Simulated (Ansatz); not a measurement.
**GaH5O: how energies converge with the basis set**

Aim: see how fast density functionals converge with the basis set for GaH5O.

Program: Ansatz 0.2.0, Gaussian basis. Level of theory: one geometry, several basis sets. These are calculated values, not measurements.

The runs, in order: PBE0-D4/def2-SVP; ωB97M-V/def2-SVP; PBE0-D4/def2-QZVPP; ωB97M-V/def2-QZVPP; the functionals' def2-TZVPP values are taken from earlier runs.

## (1) The relaxed structure

An earlier PBE0-D4 in a triple-zeta def2 set relaxation fixed the geometry.

SMILES `[OH2+][GaH3-]`, 7 atoms, charge 0, spin multiplicity 1.

Atoms are counted from 1 here; the program's logs count them from 0.

Bond lengths: O1–Ga2 2.197 Å, O1–H3 0.962 Å, O1–H4 0.962 Å, Ga2–H5 1.570 Å, Ga2–H6 1.580 Å, Ga2–H7 1.581 Å. Angles: Ga2–O1–H3 108.3°, Ga2–O1–H4 109.4°, H3–O1–H4 106.7°, O1–Ga2–H5 99.8°, O1–Ga2–H6 93.8°, O1–Ga2–H7 94.4°, H5–Ga2–H6 119.5°, H5–Ga2–H7 119.2°, H6–Ga2–H7 118.0°.

Coordinates:

```xyz
7
GaH5O
O    -0.2450   -1.2181   -0.1704
Ga    0.1575    0.9413   -0.1358
H    -0.9529   -1.4043    0.4546
H     0.5316   -1.6937    0.1411
H     0.0820    1.2506   -1.6733
H    -1.0847    1.2657    0.7856
H     1.5726    0.7905    0.5525
```

## (2) PBE0-D4 in def2-SVP

in.yaml reads:

```yaml
crystal:
  periodic: [false, false, false]
  atoms:
    - {symbol: O, position_ang: [-0.244980, -1.218094, -0.170405]}
    - {symbol: Ga, position_ang: [0.157465, 0.941324, -0.135845]}
    - {symbol: H, position_ang: [-0.952880, -1.404318, 0.454557]}
    - {symbol: H, position_ang: [0.531579, -1.693731, 0.141059]}
    - {symbol: H, position_ang: [0.082036, 1.250621, -1.673256]}
    - {symbol: H, position_ang: [-1.084652, 1.265715, 0.785580]}
    - {symbol: H, position_ang: [1.572630, 0.790483, 0.552510]}
basis:
  gaussian: {orbitals: def2-SVP}
hamiltonian: {xc: pbe0, dispersion: d4}
output: {orbitals: {seedname: orbitals}}
```

Further steps of the session: ωB97M-V in def2-SVP; PBE0-D4 in def2-QZVPP; ωB97M-V in def2-QZVPP.

**Question.** What will the summary of the whole plan be? Wanted: PBE0-D4: double and triple zeta above quadruple; ωB97M-V: double and triple zeta above quadruple.

**Answer**, as computed:

| quantity | value |
| --- | --- |
| PBE0-D4: double and triple zeta above quadruple | 10.71, 1.32 eV |
| ωB97M-V: double and triple zeta above quadruple | 10.77, 1.29 eV |

In words: PBE0-D4 gains 9.39 eV from double to triple zeta, then 1.32 eV more. These are total energies; as a rule much of such shifts cancels in differences, which this series doesn't test. The LUMO of ωB97M-V is positive and keeps falling with the basis (1.42 to 0.54 eV): an unbound level that the basis holds in place.
